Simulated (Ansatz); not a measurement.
# BClF2 (chlorodifluoroborane) at SVWN5/aug-cc-pVDZ

Aim: the electronic atomisation energy of BClF2 (chlorodifluoroborane) at SVWN5/aug-cc-pVDZ, from 4 runs. 

The results are computed with Ansatz 0.2.0.

57 further runs of the same task are left out: 57 set aside as unsound or not needed.

## (1) The system as given

BClF2: 4 atoms, total charge 0, spin state singlet. As SMILES, `FB(F)Cl`. The coordinates come from a PBE0-D4/def2-TZVP relaxation.

Bond lengths: F1–B2 1.310 Å, B2–F3 1.310 Å, B2–Cl4 1.740 Å. Angles: F1–B2–F3 119.0°, F1–B2–Cl4 120.5°, F3–B2–Cl4 120.5°.

## (2) The energy at SVWN5/aug-cc-pVDZ

molecule.yaml

```yaml
crystal:
  periodic: [false, false, false]
  atoms:
    - {symbol: F, position_ang: [-0.173700, -1.254300, -0.546300]}
    - {symbol: B, position_ang: [-0.067100, -0.041300, -0.062000]}
    - {symbol: F, position_ang: [-1.011600, 0.830100, -0.317700]}
    - {symbol: Cl, position_ang: [1.307900, 0.405300, 0.905700]}
basis:
  gaussian:
    orbitals: aug-cc-pVDZ
hamiltonian:
  xc: {name: SVWN5}
accuracy: high
output: {orbitals: {seedname: orbitals}}
```

Command:

```bash
$ ansatz run molecule.yaml --threads 1 --pin off --max-ram 3480MiB --events-out events.jsonl --progress --plain --runs-dir runs
```

What it wrote:

```text
Warning: RAYON_NUM_THREADS=1 ignored (pool sized by the plan → 1); use --threads N
Functional definition: SVWN5
  name "SVWN5"
  exchange = slater_x
  correlation = vwn5_c
1877 factors; integrals over basis functions are off by at most 2.9e-9 eV
mean field evaluation 1: about -18553.3009 eV, gradient 3.8e1 eV
mean field evaluation 2: about -18547.6435 eV, gradient 7.3e1 eV
mean field evaluation 4: about -18555.6391 eV, gradient 9.3e-1 eV
mean field evaluation 8: about -18555.6396 eV, gradient 2.2e-2 eV
mean field evaluation 16: about -18555.6396 eV, gradient 1.8e-7 eV
mean field -18555.63960086 eV, -681.9071778672 hartree, gradient 2.3e-8 eV, S^2 0.000000; 0 other end points of the search recorded, 0 dependent functions left out
reference -18555.63960618 eV, -681.9071780627 hartree; 20, 20 occupied and 76, 76 virtual orbitals, 1877 factors
Total energy: -18555.63960618 eV, -681.9071780627 hartree
```

It took 4.5 s on 1 thread of Arm Neoverse V1, shared host; peak memory 0.22 GiB.

## (3) The B atom, same level

run.yaml

```yaml
crystal:
  periodic: [false, false, false]
  atoms:
    - {symbol: B, position_ang: [0.000000, 0.000000, 0.000000]}
basis:
  gaussian:
    orbitals: aug-cc-pVDZ
total_charge: 0
hamiltonian:
  xc: {name: SVWN5}
accuracy: high
magnetization:
  spin_polarized: true
  initial_magnetization: 1
```

Command:

```bash
$ ansatz run run.yaml --threads 1 --pin off --max-ram 3480MiB --events-out events.jsonl --progress --plain --runs-dir runs
```

What it wrote:

```text
Warning: RAYON_NUM_THREADS=1 ignored (pool sized by the plan → 1); use --threads N
Functional definition: SVWN5
  name "SVWN5"
  exchange = slater_x
  correlation = vwn5_c
189 factors; integrals over basis functions are off by at most 2.3e-9 eV
mean field evaluation 1: about -662.4826 eV, gradient 3.2e0 eV
mean field evaluation 2: about -662.5716 eV, gradient 1.6e0 eV
mean field evaluation 4: about -662.6023 eV, gradient 1.0e-1 eV
mean field evaluation 8: about -662.6015 eV, gradient 8.2e-5 eV
mean field evaluation 16: about -662.5471 eV, gradient 2.4e0 eV
mean field evaluation 32: about -662.6015 eV, gradient 4.8e-2 eV
mean field -662.60148655 eV, -24.3501555031 hartree, gradient 1.0e-8 eV, S^2 0.751661; 2 other end points of the search recorded, 0 dependent functions left out
reference -662.60149023 eV, -24.3501556386 hartree; 3, 2 occupied and 20, 21 virtual orbitals, 189 factors
Total energy: -662.60149023 eV, -24.3501556386 hartree
```

It took 0.51 s on 1 thread of Arm Neoverse V1, shared host.

## (4) The Cl atom

molecule.yaml

```yaml
crystal:
  periodic: [false, false, false]
  atoms:
    - {symbol: Cl, position_ang: [0.000000, 0.000000, 0.000000]}
basis:
  gaussian:
    orbitals: aug-cc-pVDZ
accuracy: high
hamiltonian:
  xc: {name: SVWN5}
magnetization:
  spin_polarized: true
  initial_magnetization: 1
```

Run the same way, it converges to -458.64176 Eh (log not shown).

## (5) The F atom

molecule.yaml

```yaml
crystal:
  periodic: [false, false, false]
  atoms:
    - {symbol: F, position_ang: [0.000000, 0.000000, 0.000000]}
basis:
  gaussian:
    orbitals: aug-cc-pVDZ
total_charge: 0
magnetization:
  spin_polarized: true
  initial_magnetization: 1
hamiltonian:
  xc: {name: SVWN5}
accuracy: high
```

Run the same way, it converges to -99.07478 Eh (log not shown).

## (6) Outcome

At SVWN5/aug-cc-pVDZ:

| quantity | value |
| --- | --- |
| molecule: total energy | -681.90718 Eh |
| molecule: HOMO energy | -8.56 eV |
| molecule: LUMO energy | -1.68 eV |
| molecule: HOMO–LUMO gap | 6.87 eV |
| B atom: total energy | -24.35016 Eh |
| B atom: ⟨S²⟩ | 0.752 |
| Cl atom: total energy | -458.64176 Eh |
| Cl atom: ⟨S²⟩ | 0.751 |
| F atom: total energy | -99.07478 Eh |
| F atom: ⟨S²⟩ | 0.751 |
| electronic atomisation energy | 20.836 eV |

In words: Taking the molecule apart into free atoms costs 20.84 eV (480 kcal/mol), before zero-point energy and without spin-orbit coupling.
